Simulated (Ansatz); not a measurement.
**Ta3N5: properties at the relaxed cell**

One table from this session's results is given with a row withheld; the runs are named, their logs left out.

Computed with Ansatz 0.2.0 (DFT PBEsol, scalar-relativistic, plane waves, PAW, unless a step's input says otherwise).

1 further run of the same task is left out (set aside as unsound or not needed). Runs told in other sessions of the task aren't counted.

### The structure to begin with

The structure is orthorhombic, space group Cmcm (No. 63). Conventional cell: a = 3.878 Å, b = 10.216 Å, c = 10.238 Å, α = 90.00°, β = 90.00°, γ = 90.00°. Around Ta (site symmetry m2m) lie 6 N at 2.04 to 2.13 Å. Ta (site symmetry m) is surrounded by 6 N at 1.95 to 2.24 Å. N (site symmetry m2m) is surrounded by 4 Ta at 2.05 to 2.21 Å. Around N (site symmetry m) lie 3 Ta at 1.95 to 2.04 Å. N (site symmetry m) is surrounded by 4 Ta at 2.03 to 2.24 Å.

Structure file:

```cif
data_structure
_symmetry_space_group_name_H-M 'Cmcm'
_symmetry_Int_Tables_number 63
_cell_length_a 3.8778
_cell_length_b 10.2160
_cell_length_c 10.2378
_cell_angle_alpha 90.000
_cell_angle_beta 90.000
_cell_angle_gamma 90.000
_cell_volume 405.57
loop_
_atom_site_label
_atom_site_type_symbol
_atom_site_symmetry_multiplicity
_atom_site_Wyckoff_symbol
_atom_site_fract_x
_atom_site_fract_y
_atom_site_fract_z
_atom_site_occupancy
Ta1 Ta 4 c 0.00000 0.19878 0.75000 1
Ta2 Ta 8 f 0.00000 0.13371 0.05930 1
N1 N 4 c 0.50000 0.26415 0.75000 1
N2 N 8 f 0.00000 0.04700 0.61992 1
N3 N 8 f 0.00000 0.30870 0.57330 1
```

This cell was relaxed beforehand with the same method: volume 12.67 Å³/atom, gap on the mesh 1.15 eV.

Set-up of the first run:

input.yaml reads:

```yaml
crystal:
  lattice:
    - [1.9192936912, -5.0564236021, 0.0]
    - [1.9192936912, 5.0564236021, 0.0]
    - [0.0, 0.0, 10.1343819102]
  atoms:
    - { symbol: Ta, position: [0.8012203281, 0.1987796719, 0.25] }
    - { symbol: Ta, position: [0.1987796719, 0.8012203281, 0.75] }
    - { symbol: Ta, position: [0.8662888692, 0.1337111308, 0.559297128] }
    - { symbol: Ta, position: [0.1337111308, 0.8662888692, 0.059297128] }
    - { symbol: Ta, position: [0.1337111308, 0.8662888692, 0.440702872] }
    - { symbol: Ta, position: [0.8662888692, 0.1337111308, 0.940702872] }
    - { symbol: "N", position: [0.2358543473, 0.7641456527, 0.25] }
    - { symbol: "N", position: [0.7641456527, 0.2358543473, 0.75] }
    - { symbol: "N", position: [0.9529959485, 0.0470040515, 0.1199198271] }
    - { symbol: "N", position: [0.0470040515, 0.9529959485, 0.6199198271] }
    - { symbol: "N", position: [0.0470040515, 0.9529959485, 0.8800801729] }
    - { symbol: "N", position: [0.9529959485, 0.0470040515, 0.3800801729] }
    - { symbol: "N", position: [0.6913044236, 0.3086955764, 0.0732977814] }
    - { symbol: "N", position: [0.3086955764, 0.6913044236, 0.5732977814] }
    - { symbol: "N", position: [0.3086955764, 0.6913044236, 0.9267022186] }
    - { symbol: "N", position: [0.6913044236, 0.3086955764, 0.4267022186] }
basis:
  ecutwfc: 420
kpoints:
  mp_grid: { grid: [8, 8, 4] }
hamiltonian:
  xc: pbesol
scf:
  occupations: { method: gaussian, width: 0.02 }
output:
  forces: true
  stress: true
  eigenvalues: true
relax:
  adjacent_minimum: "off"
  f_tol: 0.01
  max_steps: 30
  cell: { stress_tol: 0.1, fix: [volume] }
```

Started as:

```bash
> ansatz run input.yaml --threads 4 --pin off --max-ram 10240MiB --backend cpu --events-out ev --progress --plain --runs-dir out
```

Among the steps run: Volume × 0.97; The cell scaled to 1.03 of its volume; Volume × 0.94; Volume × 1.06; Volume × 0.91; Point at V/V0 = 1.10; The cell scaled to 0.88 of its volume.

One of the session's tables, all rows but one given; the rest of the session is left out.

It belongs to the step «Equation of state». 

```
volume (Å³/atom)  energy above the lowest point (meV/atom)  pressure (GPa)  gap on the mesh (eV)
          11.153                                     179.3           41.93                  1.01
          11.534                                      95.4           29.03                  1.06
          11.914                                         ?               ?                     ?
          12.294                                       9.5            8.23                  1.13
          12.674                                       0.0           -0.03                  1.15
          13.054                                       8.6           -7.07                  1.17
          13.435                                      32.7          -13.04                  1.19
          13.942                                      84.5          -19.43                  1.21
```

Q: Estimate the row for volume (Å³/atom) = 11.914 from the others.

Worked estimate for «energy above the lowest point (meV/atom)». A straight line through the neighbours (11.534, 95.4) and (12.294, 9.5) gives 95.4 + (9.5 − 95.4) × (11.914 − 11.534) / (12.294 − 11.534) = 52.5; a parabola fitted to 4 rows on both sides gives 40.1.

As computed: energy above the lowest point (meV/atom): 40.2; pressure (GPa): 17.85; gap on the mesh (eV): 1.10. In «energy above the lowest point (meV/atom)» the line misses by +12.3 and the parabola by -0.1.
